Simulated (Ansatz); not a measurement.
# ZrSnO4: the band gap up the ladder of functionals

One table from this session's results is given with a row withheld; the runs are named, their logs left out.

Code: Ansatz 0.2.0. PAW datasets, plane waves. No spin polarisation. The prototype was imposed, so other structures may be more stable.

**Starting point**

The cell was relaxed beforehand with r2SCAN.

The symmetry is P-4m2 (No. 115, tetragonal); a = 3.577 Å, c = 5.359 Å in the conventional setting, 11.43 Å³ an atom. Zr has 4 O at 2.04 Å; Sn has 4 O at 2.04 Å; O has 2 Zr at 2.04 Å; O has 2 Sn at 2.04 Å.

The structure in full:

```cif
data_structure
_symmetry_space_group_name_H-M 'P-4m2'
_symmetry_Int_Tables_number 115
_cell_length_a 3.5775
_cell_length_b 3.5775
_cell_length_c 5.3592
_cell_angle_alpha 90.000
_cell_angle_beta 90.000
_cell_angle_gamma 90.000
_cell_volume 68.59
loop_
_atom_site_label
_atom_site_type_symbol
_atom_site_symmetry_multiplicity
_atom_site_Wyckoff_symbol
_atom_site_fract_x
_atom_site_fract_y
_atom_site_fract_z
_atom_site_occupancy
Zr1 Zr 1 c 0.50000 0.50000 0.50000 1
Sn1 Sn 1 a 0.00000 0.00000 0.00000 1
O1 O 2 g 0.50000 0.00000 0.68301 1
O2 O 2 g 0.00000 0.50000 0.81748 1
```

The first run:

input.yaml reads:

```yaml
crystal:
  lattice:
    - [3.577493634, 0.0, 0.0]
    - [0.0, 3.577493634, 0.0]
    - [0.0, 0.0, 5.3591671598]
  atoms:
    - { symbol: Zr, position: [0.5, 0.5, 0.5] }
    - { symbol: Sn, position: [0.0, 0.0, 0.0] }
    - { symbol: O, position: [0.5, 0.0, 0.6830119302] }
    - { symbol: O, position: [0.0, 0.5, 0.8174782741] }
    - { symbol: O, position: [0.0, 0.5, 0.3169880698] }
    - { symbol: O, position: [0.5, 0.0, 0.1825217259] }
kpoints:
  mp_grid: { grid: [8, 8, 6] }
  band_path:
    path:
      - [[0.0, 0.0, 0.0], [4.73097055761e-51, 0.5, -7.444511484125e-68], [0.5, 0.5, -5.292082340417e-34], [0.0, 0.0, 0.0], [-4.426448384102e-52, 1.091263170848e-86, 0.5], [1.316963405224e-50, 0.5, 0.5], [0.5, 0.5, 0.5], [-4.426448384102e-52, 1.091263170848e-86, 0.5]]
      - [[4.73097055761e-51, 0.5, -7.444511484125e-68], [1.316963405224e-50, 0.5, 0.5]]
      - [[0.5, 0.5, -5.292082340417e-34], [0.5, 0.5, 0.5]]
    npoints: 10
hamiltonian:
  xc: pbe
scf:
  occupations: { method: fermi_dirac, width: 0.02 }
  n_extra_bands: 5
output:
  forces: true
  stress: true
  eigenvalues: true
```

Command:

```sh
> ansatz run input.yaml --threads 4 --pin off --max-ram 6451MiB --backend cpu --events-out ev --progress --plain --runs-dir out
```

Steps of the session up to this table: PBE band path; r2SCAN; HSE06; Single point with PBE+SOC; PBE0 at the same geometry.

One of the session's tables, all rows but one given; the rest of the session is left out.

| level | gap (eV) |
| --- | --- |
| PBE | 2.01 |
| r2SCAN | 2.54 |
| HSE06 | ? |
| PBE+SOC | 2.01 |
| PBE0 | 4.11 |

Q: Estimate the row for HSE06 from the others.

**Answer.** gap (eV): 3.39. In the column «gap (eV)» it lies between r2SCAN (2.54) and PBE0 (4.11).

Meshes: PBE 8×8×6, r2SCAN 8×8×6, HSE06 4×4×4, PBE+SOC 8×8×6, PBE0 4×4×4

What this shows: PBE gives the least gap, 2.01 eV, and PBE0 the largest, 4.11 eV. Against HSE06, PBE is short by 1.38 eV, at 59 % of it, and r2SCAN 75 %. PBE0 lies 0.72 eV above HSE06, which differs from it by screening the long-range exchange.

To keep in mind: Warnings in the runs' records: stress scf threshold loose, stress exchange threshold loose.
